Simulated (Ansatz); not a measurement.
This script makes the interaction energy of a dimer with the counterpoise correction of H₂S₂Si, SMILES [SiH2]1SS1 with Ansatz 0.2.0 through its Python package.

Script `dimer.py`:
```python
import ansatz

FIRST = [
    ("Si", (-0.2749, 0.2361, -0.2199)),
    ("S", (1.6638, -0.3041, 0.2608)),
    ("S", (0.0693, -1.2894, 1.1307)),
    ("H", (-0.702, -0.1811, -1.5682)),
    ("H", (-0.7563, 1.5383, 0.3966)),
]
SECOND = [
    ("Si", (-1.0365, 0.3931, 4.4735)),
    ("S", (-2.0646, 0.6892, 6.2445)),
    ("S", (-1.4229, 2.3114, 5.1371)),
    ("H", (-1.8763, -0.0849, 3.3596)),
    ("H", (0.4056, -0.0582, 4.6293)),
]

def energy(atoms, ghosts=()):
    molecule = ansatz.Crystal.molecule()
    for symbol, xyz in atoms:
        molecule = molecule.atom(symbol, xyz)
    calc = (
        molecule.calculation()
        .basis(gaussian="def2-SVP")
        .functional("b3lyp")
        .scf(lower_state_search="standard")
    )
    deck = calc.input()
    if ghosts:
        deck = deck.set(ansatz.key.basis.gaussian.ghost_atoms, [{"symbol": s, "position_ang": list(xyz)} for s, xyz in ghosts])
    return ansatz.Session.from_dict(deck).plan().execute().report["free_energy_ev"]

both = energy(FIRST + SECOND)
alone = energy(FIRST) + energy(SECOND)
ghosted = energy(FIRST, SECOND) + energy(SECOND, FIRST)
print(f"dimer {both:.6f} eV")
print(f"interaction, uncorrected   {96.485332 * (both - alone):8.3f} kJ/mol")
print(f"interaction, counterpoise  {96.485332 * (both - ghosted):8.3f} kJ/mol")
print(f"basis-set superposition    {96.485332 * (alone - ghosted):8.3f} kJ/mol")
```

How large is the interaction at this pose, and how much of it is basis-set superposition?

Uncorrected it is -5.210 kJ/mol, with the counterpoise correction -1.031 kJ/mol; the difference, 4.18 kJ/mol, is the superposition error.

The run itself:

```console
$ python dimer.py
dimer -59146.330380 eV
interaction, uncorrected     -5.210 kJ/mol
interaction, counterpoise    -1.031 kJ/mol
basis-set superposition       4.179 kJ/mol
```

Caveats:
- The settings weren't tested for convergence.
- The dimer is a generated trial pose of unrelaxed monomers, not a minimum, so the figure is no binding energy, and the basis set is small.
- b3lyp holds the VWN-RPA fit, as in Gaussian; the form of ORCA and Turbomole is b3lyp5.
- This level lacks the dispersion part of the attraction (electrostatics and induction are there), which can decide the sign where the interaction is weak.
- Timing: 18 s on 1 thread of Arm Neoverse V2 (shared host), peak memory 0.37 GiB.

(Lines on the test bed's own set-up are left out of the output.)
